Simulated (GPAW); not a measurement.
Here is a GPAW 26.7.0 calculation.

run.py

```python
from ase import Atoms
from ase.eos import EquationOfState
from ase.io import Trajectory
from ase.units import GPa
from gpaw import GPAW, PW

atoms = Atoms(['Bi', 'Te'],
              cell=[[0.0, 3.235, 3.235],
                    [3.235, 0.0, 3.235],
                    [3.235, 3.235, 0.0]],
              scaled_positions=[[0.0, 0.0, 0.0],
                                [0.5, 0.5, 0.5]],
              pbc=True)

traj = Trajectory('eos.traj', 'w')
volumes, energies = [], []
for x in [0.94, 0.96, 0.98, 1.0, 1.02, 1.04, 1.06]:
    a = atoms.copy()
    a.set_cell(atoms.cell * x**(1 / 3), scale_atoms=True)
    calc = GPAW(mode=PW(600),
                xc='LDA',
                kpts={'size': (7, 7, 7), 'gamma': True},
                occupations={'name': 'fermi-dirac', 'width': 0.05},
                nbands=20,
                convergence={'density': 1e-05, 'energy': 1e-05},
                maxiter=150,
                txt=f'eos-{x:.2f}.txt')
    a.calc = calc
    energies.append(a.get_potential_energy(force_consistent=True))
    volumes.append(a.get_volume())
    p = -a.get_stress()[:3].mean() / GPa
    calc.write(f'eos-{x:.2f}.gpw')
    traj.write(a)
    print(f'{x:.2f} {volumes[-1]:10.4f} A^3 {energies[-1]:14.6f} eV {p:9.3f} GPa', flush=True)

v0, e0, B = EquationOfState(volumes, energies, eos='birchmurnaghan').fit()
print(f'V0 = {v0:.4f} A^3, E0 = {e0:.6f} eV, B0 = {B / GPa:.2f} GPa')
```

Potentials or basis: the program's PAW data sets (release 1.2.1) made for this functional, pw.

Command:

```bash
$ OMP_NUM_THREADS=1 python run.py
```

(1) Predict the pressure derivative of the bulk modulus.

(2) What does it give for the equilibrium volume?

(3) Estimate the bulk modulus.

Answers

(1) 4.5.

(2) 31.95 Å³/atom.

(3) 56 GPa.
